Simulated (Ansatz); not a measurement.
**In₂H₄F₂: small, medium and large basis sets**

Aim: see how fast density functionals converge with the basis set for In₂H₄F₂.

The runs use Ansatz 0.2.0, Gaussian basis; one geometry, several basis sets.

The runs, in order: PBE0-D4/def2-SVP; ωB97M-V/def2-SVP; PBE0-D4/def2-QZVPP; ωB97M-V/def2-QZVPP; the functionals' def2-TZVPP values are taken from earlier runs.

### 1 The relaxed structure

The geometry comes from an earlier relaxation with PBE0-D4 in a triple-zeta def2 set; it is a stationary point, not always the lowest conformer. In takes the def2 core potential; no spin-orbit term is included.

SMILES `[F+]1[InH2-][F+][InH2-]1`, 8 atoms, charge 0, spin multiplicity 1.

Atoms are counted from 1 here; the program's logs count them from 0.

Bond lengths: F1–In2 2.141 Å, F1–In4 2.142 Å, In2–F3 2.142 Å, In2–H5 1.698 Å, In2–H6 1.698 Å, F3–In4 2.141 Å, In4–H7 1.698 Å, In4–H8 1.698 Å. Angles: In2–F1–In4 103.9°, F1–In2–F3 76.1°, F1–In2–H5 104.7°, F1–In2–H6 104.7°, F3–In2–H5 104.7°, F3–In2–H6 104.7°, H5–In2–H6 142.3°, In2–F3–In4 103.9°, F1–In4–F3 76.1°, F1–In4–H7 104.7°, F1–In4–H8 104.7°, F3–In4–H7 104.7°, F3–In4–H8 104.7°, H7–In4–H8 142.3°.

Coordinates:

```mol
F2H4In2
  3D, bonds by distance, orders not assigned

  8  8  0  0  0  0  0  0  0  0999 V2000
   -0.8300    0.1498    1.0161 F   0  0
    0.1371    1.6747   -0.1342 In  0  0
    0.8284   -0.1498   -1.0173 F   0  0
   -0.1370   -1.6747    0.1343 In  0  0
   -1.0618    2.2408   -1.1957 H   0  0
    1.4265    2.1978    0.8397 H   0  0
    1.0625   -2.2382    1.1965 H   0  0
   -1.4257   -2.2003   -0.8393 H   0  0
  1  2  8  0
  2  3  8  0
  3  4  8  0
  2  5  8  0
  2  6  8  0
  4  7  8  0
  4  8  8  0
  1  4  8  0
M  END
```

### 2 PBE0-D4 in def2-SVP

in.yaml reads:

```yaml
crystal:
  periodic: [false, false, false]
  atoms:
    - {symbol: F, position_ang: [-0.829991, 0.149836, 1.016064]}
    - {symbol: In, position_ang: [0.137110, 1.674666, -0.134190]}
    - {symbol: F, position_ang: [0.828431, -0.149811, -1.017345]}
    - {symbol: In, position_ang: [-0.137032, -1.674697, 0.134256]}
    - {symbol: H, position_ang: [-1.061845, 2.240767, -1.195678]}
    - {symbol: H, position_ang: [1.426533, 2.197768, 0.839733]}
    - {symbol: H, position_ang: [1.062464, -2.238235, 1.196490]}
    - {symbol: H, position_ang: [-1.425659, -2.200274, -0.839340]}
basis:
  gaussian: {orbitals: def2-SVP}
hamiltonian: {xc: pbe0, dispersion: d4}
output: {orbitals: {seedname: orbitals}}
```

Launch:

```sh
$ ansatz run in.yaml --threads 4 --pin off --events-out ev --progress --plain --max-ram 10444MiB
```

Further steps of the session: ωB97M-V in def2-SVP; PBE0-D4 in def2-QZVPP; ωB97M-V in def2-QZVPP.

Before running them: what should the planned runs give, taken together? Wanted: PBE0-D4: double and triple zeta above quadruple; ωB97M-V: double and triple zeta above quadruple.

As calculated:

```
                                       quantity          value
PBE0-D4: double and triple zeta above quadruple  7.64, 0.42 eV
ωB97M-V: double and triple zeta above quadruple  7.83, 0.40 eV
```

**Reading.** For PBE0-D4 the step from double to triple zeta gains 7.21 eV and the next only 0.42 eV. These are total energies; as a rule much of such shifts cancels in differences, which this series doesn't test. The LUMO of ωB97M-V is positive and keeps falling with the basis (0.69 to 0.16 eV): an unbound level that the basis holds in place.
